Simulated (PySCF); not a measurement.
# C6H6O: excited states, first hyperpolarisability

Aim: compute the excited states, first hyperpolarisability of C6H6O (`OC=C1C=CC=C1`).

Computed with PySCF 2.14.0 and routines of our own; the level stands in each step. Atoms count from 0.

## (1) The starting structure

13 atoms, charge 0, multiplicity 1; geometry from: GFN2-xTB.

## (2) Optimising the geometry at PBE0-D3(BJ)/def2-SVP

What the job is given:

```
{"job": {"xc": "PBE0", "basis": "def2-SVP", "d3": "d3bj", "grid": 2, "kind": "geom"}, "charge": 0, "multiplicity": 1}
O      2.506920    -0.905049    -0.191238
C      1.708066     0.167295    -0.026869
C      0.365705     0.083537    -0.000882
C     -0.465802    -1.101293    -0.134760
C     -1.753554    -0.714312    -0.047233
C     -1.804008     0.720723     0.145598
C     -0.546095     1.203017     0.174261
H      3.437334    -0.657211    -0.186233
H      2.192036     1.132639     0.088573
H     -0.075882    -2.090266    -0.278685
H     -2.622492    -1.344839    -0.106896
H     -2.714378     1.283946     0.246514
H     -0.232238     2.222299     0.300121
```

Command:

```bash
OMP_NUM_THREADS=1 python excited_run.py task.json out
```

One launch serves the whole session: the jobs run in the order shown.

The program printed:

```text
step   0  E = -306.84840860  max force = 0.012411
step   1  E = -306.85015951  max force = 0.002217
step   2  E = -306.85016391  max force = 0.000897
step   3  E = -306.85017330  max force = 0.000379
optimisation converged
```

It took 23 s on 1 thread of Arm Neoverse V2, shared host; peak memory 0.68 GiB.

The steps of the relaxation:

```csv
step,energy from step 0 (eV),largest force component (eV/Å)
0,0.0000,0.6382
1,-0.0476,0.1140
2,-0.0478,0.0461
3,-0.0480,0.0195
```

Distances of close pairs at the start and the end, largest changes first:

```csv
bond,before (Å),after (Å),change (Å)
C6–H12,1.074,1.090,+0.016
C3–H9,1.073,1.089,+0.016
C4–H10,1.075,1.091,+0.016
C5–H11,1.075,1.091,+0.015
C3–C4,1.347,1.363,+0.015
C5–C6,1.348,1.361,+0.014
O0–C1,1.347,1.334,-0.013
C1–H8,1.086,1.097,+0.011
```

The final coordinates are the input of the step that follows.

```csv
at the end point,value
point group (found at 0.08 Å tolerance),Cs
"rotational constants (GHz, main isotopes)","7.520, 1.966, 1.558"
dipole moment (D),3.54
```

## (3) Excited states: TDA CAM-B3LYP/def2-TZVPD

What the job is given:

```
{"job": {"kind": "states", "xc": "CAM-B3LYP", "basis": "def2-TZVPD", "tda": true, "soc": true, "nstates": 6, "ntriplets": 5, "nquad": 4}, "charge": 0, "multiplicity": 1}
O      2.241988    -0.661568    -0.019914
C      1.445138     0.396270     0.139081
C      0.094985     0.305448     0.160152
C     -0.727568    -0.888308     0.024571
C     -2.029141    -0.494368     0.109088
C     -2.082173     0.950481     0.300286
C     -0.811078     1.436831     0.331879
H      3.164465    -0.389062    -0.007389
H      1.933737     1.372012     0.254796
H     -0.345636    -1.897645    -0.118052
H     -2.901270    -1.146656     0.045167
H     -2.997388     1.535000     0.400634
H     -0.502641     2.474403     0.460670
```

Method: TDA CAM-B3LYP/def2-TZVPD excited states, vertical, gas phase, spin-orbit mean-field couplings.

The program printed:

```text
coarse grid: 11328 points
cycle   1  E = -307.2888509126  dE =  1.427e+00  |g| = 6.547e-01  |ddm| = 5.763e+00
cycle   2  E = -307.2544013072  dE =  3.445e-02  |g| = 8.145e-01  |ddm| = 1.894e+00
cycle   3  E = -307.3832978780  dE = -1.289e-01  |g| = 6.495e-02  |ddm| = 1.210e+00
cycle   4  E = -307.3840191926  dE = -7.213e-04  |g| = 4.307e-02  |ddm| = 2.913e-01
cycle   5  E = -307.3844529304  dE = -4.337e-04  |g| = 1.304e-02  |ddm| = 7.940e-02
cycle   6  E = -307.3844973177  dE = -4.439e-05  |g| = 3.815e-03  |ddm| = 2.515e-02
cycle   7  E = -307.3845021196  dE = -4.802e-06  |g| = 1.172e-03  |ddm| = 1.015e-02
final grid: 110688 points
cycle   8  E = -307.3774154686  dE = -4.198e-05  |g| = 3.922e-03  |ddm| = 3.791e-01
cycle   9  E = -307.3774159285  dE = -4.599e-07  |g| = 3.723e-03  |ddm| = 3.141e-02
cycle  10  E = -307.3774192549  dE = -3.326e-06  |g| = 7.912e-04  |ddm| = 9.754e-03
cycle  11  E = -307.3774193761  dE = -1.211e-07  |g| = 2.352e-04  |ddm| = 1.446e-03
cycle  12  E = -307.3774193918  dE = -1.578e-08  |g| = 6.501e-05  |ddm| = 7.459e-04
cycle  13  E = -307.3774193931  dE = -1.235e-09  |g| = 3.302e-05  |ddm| = 2.709e-04
cycle  14  E = -307.3774193935  dE = -4.080e-10  |g| = 1.033e-05  |ddm| = 1.505e-04
converged SCF energy = -307.3774193935

Singlet excitations
state   eV       nm        f     d(h-e)  d(exc)  Lambda  PR(NTO)  |dmu|/D   mu/D   main configurations
  1   3.8554   321.6   0.02259   1.258   2.949   0.654   1.028    2.966    1.031   H->L 0.97
  2   5.3115   233.4   0.60627   0.181   2.925   0.774   1.279    0.662    3.746   H-1->L 0.87
  3   5.3518   231.7   0.00004   3.025   4.380   0.203   1.021   12.329    9.286   H-1->L+1 0.82, H->L+1 0.12
  4   5.4686   226.7   0.00015   3.416   4.941   0.135   1.032   11.521    8.430   H->L+1 0.75, H-1->L+1 0.12, H->L+2 0.09
  5   5.9536   208.3   0.00114   0.494   4.314   0.232   1.032                     H->L+2 0.67, H->L+3 0.18, H->L+1 0.10
  6   6.2733   197.6   0.02940   0.822   4.238   0.225   1.170                     H->L+3 0.65, H->L+2 0.13, H->L+5 0.09

Triplet excitations (Tamm-Dancoff)
state   eV     d(h-e)  d(exc)  Lambda  PR(NTO)   main configurations
  1   2.4881   0.790   2.685   0.652   1.047   H->L 0.95
  2   2.7827   0.177   2.717   0.790   1.038   H-1->L 0.96
  3   5.2618   2.922   4.265   0.210   1.018   H-1->L+1 0.87
  4   5.2887   0.144   2.245   0.710   1.808   H->L+9 0.59, H-3->L 0.24
  5   5.4416   3.293   4.910   0.133   1.026   H->L+1 0.78, H->L+2 0.11
S1 - T1 = 1.3673 eV

Spin-orbit couplings |<S|Hso|T>| (cm-1)
             T1       T2       T3       T4       T5
S0        0.019    0.005    9.712    0.051    3.509
S1        0.003    0.002    1.165    0.032    4.067
S2        0.011    0.021    4.187    0.023    0.549
S3        1.122    4.152    0.348    1.649    0.323
S4        2.902    1.650    0.191    0.996    0.055
S5        0.277    0.239    2.073    0.916    6.013
S6        1.431    0.485    1.742    3.178    0.523
T1 sublevels (cm-1): 0.000 0.000 0.000   radiative rates (1/s): 0.00271 0.000429 9.08e-05
```

It took 64 s on 1 thread of Arm Neoverse V2, shared host; peak memory 1.2 GiB.

Key values:

```csv
quantity,value
S1 less T1,1.37 eV
```

## (4) Excited states: TDDFT CAM-B3LYP/def2-TZVPD

Settings changed since step 3:

```diff
@@ -1,2 +1,2 @@
-{"job": {"kind": "states", "xc": "CAM-B3LYP", "basis": "def2-TZVPD", "tda": true, "soc": true, "nstates": 6, "ntriplets": 5, "nquad": 4}, "charge": 0, "multiplicity": 1}
+{"job": {"kind": "states", "xc": "CAM-B3LYP", "basis": "def2-TZVPD", "tpa": true, "nstates": 8, "nquad": 6, "ntriplets": 0}, "charge": 0, "multiplicity": 1}
 O      2.241988    -0.661568    -0.019914
```

With the program's defaults for keys left out, this is: TDDFT CAM-B3LYP/def2-TZVPD excited states, vertical, gas phase, two-photon moments by quadratic response.

The program printed:

```text
coarse grid: 11328 points
cycle   1  E = -307.2888509126  dE =  1.427e+00  |g| = 6.547e-01  |ddm| = 5.763e+00
cycle   2  E = -307.2544013072  dE =  3.445e-02  |g| = 8.145e-01  |ddm| = 1.894e+00
cycle   3  E = -307.3832978780  dE = -1.289e-01  |g| = 6.495e-02  |ddm| = 1.210e+00
cycle   4  E = -307.3840191926  dE = -7.213e-04  |g| = 4.307e-02  |ddm| = 2.913e-01
cycle   5  E = -307.3844529304  dE = -4.337e-04  |g| = 1.304e-02  |ddm| = 7.940e-02
cycle   6  E = -307.3844973177  dE = -4.439e-05  |g| = 3.815e-03  |ddm| = 2.515e-02
cycle   7  E = -307.3845021196  dE = -4.802e-06  |g| = 1.172e-03  |ddm| = 1.015e-02
final grid: 110688 points
cycle   8  E = -307.3774154686  dE = -4.198e-05  |g| = 3.922e-03  |ddm| = 3.791e-01
cycle   9  E = -307.3774159285  dE = -4.599e-07  |g| = 3.723e-03  |ddm| = 3.141e-02
cycle  10  E = -307.3774192549  dE = -3.326e-06  |g| = 7.912e-04  |ddm| = 9.754e-03
cycle  11  E = -307.3774193761  dE = -1.211e-07  |g| = 2.352e-04  |ddm| = 1.446e-03
cycle  12  E = -307.3774193918  dE = -1.578e-08  |g| = 6.501e-05  |ddm| = 7.459e-04
cycle  13  E = -307.3774193931  dE = -1.235e-09  |g| = 3.302e-05  |ddm| = 2.709e-04
cycle  14  E = -307.3774193935  dE = -4.080e-10  |g| = 1.033e-05  |ddm| = 1.505e-04
converged SCF energy = -307.3774193935

Singlet excitations
state   eV       nm        f     d(h-e)  d(exc)  Lambda  PR(NTO)  |dmu|/D   mu/D   delta(TPA)   sigma/GM   main configurations
  1   3.6615   338.6   0.01422   1.235   2.938   0.652   1.049    2.866    1.056        2.87      0.014   H->L 0.99
  2   4.9525   250.3   0.46320   0.173   2.894   0.767   1.291    0.567    3.655       75.15      0.675   H-1->L 0.95
  3   5.3468   231.9   0.00001   3.027   4.379   0.204   1.020   12.328    9.286        0.20      0.002   H-1->L+1 0.83, H->L+1 0.11
  4   5.4670   226.8   0.00011   3.422   4.946   0.134   1.030   11.507    8.416       35.52      0.389   H->L+1 0.76, H-1->L+1 0.12, H->L+2 0.09
  5   5.9521   208.3   0.00110   0.497   4.318   0.231   1.032    2.189    4.081       53.58      0.695   H->L+2 0.67, H->L+3 0.18, H->L+1 0.10
  6   6.2710   197.7   0.02761   0.821   4.240   0.225   1.170    1.539    1.791       10.77      0.155   H->L+3 0.65, H->L+2 0.13, H->L+5 0.09
  7   6.6172   187.4   0.00028   1.421   4.396   0.235   1.275                                            H-1->L+2 0.79
  8   6.6885   185.4   0.02166   0.418   4.241   0.227   1.871                                            H->L+4 0.47, H-1->L+3 0.36
```

Wall time 86 s (1 thread of Arm Neoverse V2, shared host); peak memory 1.2 GiB.

## (5) First hyperpolarisability: quadratic response CAM-B3LYP/def2-TZVPD

Settings changed since step 4:

```diff
@@ -1,2 +1,2 @@
-{"job": {"kind": "states", "xc": "CAM-B3LYP", "basis": "def2-TZVPD", "tpa": true, "nstates": 8, "nquad": 6, "ntriplets": 0}, "charge": 0, "multiplicity": 1}
+{"job": {"kind": "beta", "xc": "CAM-B3LYP", "basis": "def2-TZVPD"}, "charge": 0, "multiplicity": 1}
 O      2.241988    -0.661568    -0.019914
```

Level: quadratic response CAM-B3LYP/def2-TZVPD first hyperpolarisability, Taylor convention, gas phase.

The program printed:

```text
coarse grid: 11328 points
cycle   1  E = -307.2888509126  dE =  1.427e+00  |g| = 6.547e-01  |ddm| = 5.763e+00
cycle   2  E = -307.2544013072  dE =  3.445e-02  |g| = 8.145e-01  |ddm| = 1.894e+00
cycle   3  E = -307.3832978780  dE = -1.289e-01  |g| = 6.495e-02  |ddm| = 1.210e+00
cycle   4  E = -307.3840191926  dE = -7.213e-04  |g| = 4.307e-02  |ddm| = 2.913e-01
cycle   5  E = -307.3844529304  dE = -4.337e-04  |g| = 1.304e-02  |ddm| = 7.940e-02
cycle   6  E = -307.3844973177  dE = -4.439e-05  |g| = 3.815e-03  |ddm| = 2.515e-02
cycle   7  E = -307.3845021196  dE = -4.802e-06  |g| = 1.172e-03  |ddm| = 1.015e-02
final grid: 110688 points
cycle   8  E = -307.3774154686  dE = -4.198e-05  |g| = 3.922e-03  |ddm| = 3.791e-01
cycle   9  E = -307.3774159285  dE = -4.599e-07  |g| = 3.723e-03  |ddm| = 3.141e-02
cycle  10  E = -307.3774192549  dE = -3.326e-06  |g| = 7.912e-04  |ddm| = 9.754e-03
cycle  11  E = -307.3774193761  dE = -1.211e-07  |g| = 2.352e-04  |ddm| = 1.446e-03
cycle  12  E = -307.3774193918  dE = -1.578e-08  |g| = 6.501e-05  |ddm| = 7.459e-04
cycle  13  E = -307.3774193931  dE = -1.235e-09  |g| = 3.302e-05  |ddm| = 2.709e-04
cycle  14  E = -307.3774193935  dE = -4.080e-10  |g| = 1.033e-05  |ddm| = 1.505e-04
converged SCF energy = -307.3774193935

Lowest singlets (eV, f): 3.6615 0.0142  4.9525 0.4632  5.3468 0.0000

First hyperpolarisability (au)
process     nm      |vector|   parallel      HRS      DR
static         -      312.42     135.74     119.26   6.968
shg       1907.0      335.03     147.71     128.34   6.579
eope      1907.0      319.65     139.54          -       -
shg       1064.0      396.99     181.54     153.96   5.507
eope      1064.0      336.73     148.61          -       -
```

It took 64 s on 1 thread of Arm Neoverse V2, shared host; peak memory 1.2 GiB.

## (6) Outcome

| quantity | value |
| --- | --- |
| point group | Cs |
| rotational constants (main isotopes) | 7.52, 1.97, 1.56 GHz |
| S1 less T1 (step 3, TDA CAM-B3LYP/def2-TZVPD) | 1.37 eV |
| β vector (step 5, quadratic response CAM-B3LYP/def2-TZVPD) | static 312, SHG 1907.0 nm 335, SHG 1064.0 nm 397 au |

What this shows: The optimisation took 3 steps and gained 0.048 eV; among the close pairs (by a distance rule), C6–H12 changed most, from 1.074 to 1.090 Å. No frequency check was run at this level, so the end point may be a saddle. In step 3, the number of triplets below S1 is 2, and the largest singlet-triplet spin-orbit coupling is S0–T3, 9.71 cm⁻¹. β grows from 312 au (static) to 397 au for doubling at 1064.0 nm: normal dispersion, which grows as twice the photon energy moves toward the bright states.
